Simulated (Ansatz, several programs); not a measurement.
In4BiP3, ordered on the zincblende lattice (P-43m) with 8 atoms a cell, relaxed with r2SCAN in Ansatz (plane waves, PAW): the symmetry is P-43m (No. 215, cubic); conventional cell a = 6.117 Å, 28.61 Å³ an atom. P is surrounded by 4 In at 2.60 Å; In is surrounded by 3 P at 2.60 Å and 1 Bi at 2.80 Å; Bi is surrounded by 4 In at 2.80 Å. The cell was then scaled with its shape and fractional coordinates held, which makes it stiffer than a relaxed compression. Computed, not measured; no magnetism was allowed, and whether the structure is a known phase isn't checked.

```
V (Å³/atom)  E (meV/atom)
     26.891         20.17
     28.607          0.00
     29.465          4.34
     30.324         16.42
```

(1) Pass a cubic E = c₀ + c₁u + c₂u² + c₃u³, with u = V − 28.822 Å³, through these points.

(2) Where is the minimum, and what bulk modulus follows?

(3) Predict the energy and the pressure at the withheld volume, 27.749 Å³.

## Answers

(1) c₀ = 0.28, c₁ = +2.624, c₂ = 5.968, c₃ = -0.3750 (meV and Å³).

(2) dE/du = 0 at u = -0.216, so V₀ = 28.61 Å³. B = V₀ d²E/dV² = 28.61 × (2c₂ + 6c₃u) = 28.61 × 12.421 = 355 meV/Å³, and 1 meV/Å³ is 0.16022 GPa: 57 GPa. A third-order Birch-Murnaghan fit to all five points gives 28.60 Å³ and 56 GPa.

(3) With u = -1.073: E ≈ 4.80 meV and P = −dE/dV ≈ +1.84 GPa. The run gives 4.76 meV and, from its stress, +1.82 GPa.
